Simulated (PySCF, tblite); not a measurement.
# C₃H₁₁PSi₂: geometry, infrared bands and NMR shifts

What infrared bands and NMR shifts should C₃H₁₁PSi₂ (`C[SiH2]/C=C/[SiH2]P`) show?

The runs use tblite 0.8.0 and PySCF 2.14.0, with density-fitted response routines of our own; the level of theory stands in each step. All values are computed, except where a source is named. Atoms count from 0, in the outputs and in this text.

### 1 The starting structure

17 atoms, charge 0, multiplicity 1; geometry from: force field or distance geometry start.

Bonds of the start (Å): C0–Si1 1.88, Si1–C2 1.84, C2–C3 1.33, C3–Si4 1.86, Si4–P5 2.20, C0–H6 1.10, C0–H7 1.11, C0–H8 1.10, Si1–H9 1.49, Si1–H10 1.45, C2–H11 1.10, C3–H12 1.08, Si4–H13 1.48, Si4–H14 1.49, P5–H15 1.43, P5–H16 1.43.

### 2 Geometry optimisation with GFN2-xTB

Job settings and geometry (Å):

```
{"job": {"kind": "relax", "xc": "GFN2-xTB", "basis": "xTB"}, "charge": 0, "multiplicity": 1}
C     -2.674700    -1.176200     0.340400
Si    -2.077200     0.571100     0.005600
C     -0.320300     0.633500     0.546100
C      0.666500     0.882300    -0.314300
Si     2.381000     0.911100     0.403700
P      2.907800    -1.183200     0.806200
H     -2.177100    -1.812400    -0.402100
H     -2.311500    -1.427500     1.355700
H     -3.772100    -1.158300     0.258600
H     -2.826200     1.471400     0.920600
H     -2.281800     0.903900    -1.389700
H     -0.089100     0.473600     1.609900
H      0.488700     1.044700    -1.370800
H      3.343400     1.598500    -0.482900
H      2.303500     1.723400     1.649400
H      4.320900    -1.353000     0.672100
H      2.111200    -2.090900     0.031200
```

Launch:

```bash
> OMP_NUM_THREADS=1 python probes_run.py task.json out
```

This one command runs all jobs of the session in turn.

**Question.** This job is followed by: GFN2-xTB harmonic vibrations, gas phase; GIAO PBE0/pcSseg-1 NMR shielding, non-relativistic, gas phase. Predict these results of the whole session: strongest single infrared mode (GFN2-xTB); zero-point energy (GFN2-xTB); ¹³C shifts against TMS (PBE0/pcSseg-1); ¹H shifts against TMS (PBE0/pcSseg-1, means over atoms taken as alike); ²⁹Si shifts against TMS (PBE0/pcSseg-1); ³¹P shifts against H3PO4 (PBE0/pcSseg-1); surface potential, 1st and 99th percentile.

The runs gave:

```
                                                              quantity                                   value
                             strongest single infrared mode (GFN2-xTB)                    619 cm⁻¹, 366 km/mol
                                          zero-point energy (GFN2-xTB)                           74.0 kcal/mol
                                ¹³C shifts against TMS (PBE0/pcSseg-1)                  159.9, 153.3, -7.0 ppm
¹H shifts against TMS (PBE0/pcSseg-1, means over atoms taken as alike)  7.09, 7.03, 4.77, 4.46, 0.90, 0.27 ppm
                               ²⁹Si shifts against TMS (PBE0/pcSseg-1)                        -51.2, -52.9 ppm
                              ³¹P shifts against H3PO4 (PBE0/pcSseg-1)                              -315.5 ppm
                                 surface potential, 1st and 99th percentile                      -0.85 V and 0.95 V
```

**Reading.** Over 127 steps the energy fell by 0.994 eV; of the close pairs, P5–H16 changed most, 1.435 to 1.384 Å. The lowest mode is slightly imaginary (18i cm⁻¹), a soft motion within the noise of the Hessian, so the minimum is not strictly shown. The strongest single mode, at 619 cm⁻¹, is carried by H13, H14, H15. GFN2-xTB is a fitted tight-binding method: band positions and strengths are rough. Its intensities can rank the bands wrongly. By nearest atom (PBE0/pcSseg-1), the HOMO sits on P5 62 %; Si4 9 % and the LUMO on C2, C3 about 29 % each; H11, H12 about 7 % each.
